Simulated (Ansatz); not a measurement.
# CH9AlOSi2: one species, many methods

Aim: compute CH9AlOSi2 with functionals from several rungs and with coupled cluster, and see how far each lands from CCSD(T) at the basis-set limit for the atomisation energy.

The runs use Ansatz 0.2.0, Gaussian basis; functionals in def2-TZVPP, the program's frozen cores in correlated methods.

The runs, in order: PBE-D4, r2SCAN-D4, PBE0-D4, B3LYP-D4, ωB97X-V, ωB97M-V, B2PLYP; CCSD(T)/def2-TZVPP; MP2/def2-QZVPP; extrapolation to the limit.

## 1. The geometry

The geometry comes from an earlier relaxation with PBE0-D4 in a triple-zeta def2 set; it is a stationary point, not always the lowest conformer.

SMILES `[CH3][AlH][O][SiH2][SiH3]`, 14 atoms, charge 0, spin multiplicity 1.

Atoms are counted from 1 here; the program's logs count them from 0.

Bond lengths: C1–Al2 1.943 Å, C1–H6 1.093 Å, C1–H7 1.095 Å, C1–H8 1.095 Å, Al2–O3 1.694 Å, Al2–H9 1.581 Å, O3–Si4 1.628 Å, Si4–Si5 2.349 Å, Si4–H10 1.491 Å, Si4–H11 1.491 Å, Si5–H12 1.490 Å, Si5–H13 1.490 Å, Si5–H14 1.490 Å. Angles: Al2–C1–H6 112.5°, Al2–C1–H7 111.0°, Al2–C1–H8 111.0°, H6–C1–H7 107.8°, H6–C1–H8 107.8°, H7–C1–H8 106.4°, C1–Al2–O3 118.5°, C1–Al2–H9 125.5°, O3–Al2–H9 116.0°, Al2–O3–Si4 154.9°, O3–Si4–Si5 111.2°, O3–Si4–H10 109.8°, O3–Si4–H11 109.8°, Si5–Si4–H10 109.1°, Si5–Si4–H11 109.1°, H10–Si4–H11 107.6°, Si4–Si5–H12 110.8°, Si4–Si5–H13 110.8° and more.

## 2. PBE-D4 (GGA)

Contents of in.yaml:

```yaml
crystal:
  periodic: [false, false, false]
  atoms:
    - {symbol: C, position_ang: [-1.477617, 1.213062, 1.354963]}
    - {symbol: Al, position_ang: [0.137617, 0.378417, 2.039939]}
    - {symbol: O, position_ang: [1.121399, -0.483339, 0.963877]}
    - {symbol: Si, position_ang: [1.544489, -1.084921, -0.488893]}
    - {symbol: Si, position_ang: [-0.002700, -0.472204, -2.146189]}
    - {symbol: H, position_ang: [-2.036954, 1.740504, 2.131476]}
    - {symbol: H, position_ang: [-1.242289, 1.932704, 0.563880]}
    - {symbol: H, position_ang: [-2.144762, 0.468603, 0.908105]}
    - {symbol: H, position_ang: [0.630134, 0.428730, 3.541080]}
    - {symbol: H, position_ang: [2.894657, -0.581981, -0.870872]}
    - {symbol: H, position_ang: [1.621431, -2.571867, -0.417919]}
    - {symbol: H, position_ang: [-1.362882, -0.982844, -1.814770]}
    - {symbol: H, position_ang: [-0.090029, 1.010738, -2.264703]}
    - {symbol: H, position_ang: [0.394704, -1.024902, -3.471073]}
basis:
  gaussian: {orbitals: def2-TZVPP}
hamiltonian: {xc: pbe, dispersion: d4}
output: {forces: true, orbitals: {seedname: orbitals}}
```

Command:

```sh
ansatz run in.yaml --threads 4 --pin off --events-out ev --progress --plain --max-ram 10444MiB
```

The runs that follow: r2SCAN-D4 (meta-GGA); PBE0-D4 (hybrid); B3LYP-D4 (hybrid); ωB97X-V (range-separated); ωB97M-V (range-separated); B2PLYP (double hybrid); CCSD(T) in def2-TZVPP; MP2 in def2-QZVPP.

Before running them: what should the planned runs give, taken together? Wanted: atomisation energy, CCSD(T)/CBS; farthest; mean size of error, hybrid; mean size of error, range-separated; gap, smallest and largest; T1 diagnostic; triples share of the correlation energy.

As calculated:

| quantity | value |
| --- | --- |
| atomisation energy, CCSD(T)/CBS | 1120.1 kcal/mol |
| functionals within 5.6 kcal/mol (0.5 %) | r2SCAN-D4, B3LYP-D4, ωB97X-V, ωB97M-V |
| farthest | B2PLYP (-17.5 kcal/mol) |
| mean size of error, hybrid | 10.7 kcal/mol |
| mean size of error, range-separated | 2.8 kcal/mol |
| gap, smallest and largest | 4.84 eV (PBE-D4), 11.00 eV (ωB97X-V) |
| T1 diagnostic | 0.0123 |
| triples share of the correlation energy | 3.4 % |

In words: PBE-D4 misses by -10.1 kcal/mol. Double hybrids carry the basis error of their MP2 part in triple zeta, and no dispersion term here, so their miss is partly the set-up's. The reference freezes the cores and leaves out relativity and excitations past (T), so misses under about 5.6 kcal/mol can't be ranked. Hartree-Fock recovers 76 % of the binding; the rest is correlation. Orbital gaps span 4.8 to 11.0 eV; exact exchange widens them.
